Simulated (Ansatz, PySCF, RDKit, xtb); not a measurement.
**C6H9ClSi: which of the isomers drawn lies lowest?**

A sample of isomers of C6H9ClSi is drawn. Aim: find which of them has the lowest free energy at 298.15 K, then its properties. The sample is small against all isomers, and the most stable one of this formula need not be in it.

The funnel: GFN2-xTB relaxations, single points with a density functional, relaxations at B3LYP-D3(BJ)/def2-SVP, harmonic vibrations (at GFN2-xTB), and a last energy at a higher level. All values are calculated.

## 1. Possible bonding patterns

Isomers were taken from a list of plausible structures; this is a sample, not all of them. That gives 14 candidates, of which 1 could not be built in three dimensions.

| label | SMILES | spin |
| --- | --- | --- |
| c026 | C#C[C@@H]1CC[Si@@]1(C)Cl | singlet |
| c065 | C=C[C@@H]1C=C([SiH2]Cl)C1 | singlet |
| c111 | CC#C[Si@@H]1CC[C@@H]1Cl | singlet |
| c236 | C=C1C=C[SiH2]C[C@@H]1Cl | singlet |
| c249 | CC#C[C@@H]1C[Si@H]1CCl | singlet |
| c406 | CC#C[Si]1(Cl)CCC1 | singlet |
| c496 | C=C=C=C[C@H](Cl)[SiH2]C | singlet |
| c601 | C#C[Si@@H]1CCC[C@H]1Cl | singlet |
| c618 | C=C1C[SiH2]/C(=C/Cl)C1 | singlet |
| c671 | [SiH3]C1=C(Cl)CCC=C1 | singlet |
| c760 | ClC1=C[C@@H]2CC[C@H]1[SiH2]2 | singlet |
| c767 | Cl[C@@]12C[SiH2]C=C[C@@H]1C2 | singlet |
| c899 | Cl[C@@H]1C=CC=CC[SiH2]1 | singlet |

Candidates are built by distance geometry, with a force field where one applies, in up to four conformers (letters a to d).

**Question.** With final energies at CCSD(T)/def2-SVP + MP2/def2-TZVPP - MP2/def2-SVP, which structure will this search put lowest in free energy, and by what margin?

| quantity | value |
| --- | --- |
| lowest structure found | CC#C[Si]1(Cl)CCC1, singlet |
| next finalist | C#C[C@@H]1CC[Si@@]1(C)Cl, singlet, 6.6 kcal/mol higher in G |
| share at equilibrium, among the finalists | 100.0 % |
| dipole moment (PBE0/def2-SVPD) | 2.84 D |
| HOMO energy (PBE0/def2-SVPD) | -7.65 eV |
| LUMO energy (PBE0/def2-SVPD) | -0.27 eV |
| HOMO–LUMO gap (PBE0/def2-SVPD) | 7.38 eV |
| lowest excitation (TD-PBE0/def2-SVPD) | 5.68 eV (f = 0.000) |
| lowest triplet excitation, same level, Tamm-Dancoff | 4.72 eV |
| vertical ionisation energy | 9.35 eV |
| vertical electron affinity | -1.17 eV (unbound: the value depends on the basis) |
| vertical triplet less singlet | +4.93 eV |

The search ends on `CC#C[Si]1(Cl)CCC1`. The margin of 6.6 kcal/mol over the next finalist is beyond the usual error of the last level; it says nothing of structures that weren't ranked. HF/STO-3G, r2SCAN-D4/def2-SVP, B3LYP-D3(BJ)/def2-SVP, HF/def2-SVP and MP2/def2-SVP already put its bonding pattern lowest among the structures in one piece; GFN2-xTB favours the singlet ClC1=C[C@@H]2CC[C@H]1[SiH2]2 (c760a, not a finalist). One minimum inside the window was never screened. Lowest found is not proven lowest: the search is finite, and each finalist counts with one conformer. Only 13 drawn patterns were tried, so whole families of isomers are missing, and the result ranks this sample alone. The lowest isomer need not be the one that is made and kept in a bottle, which depends on barriers.
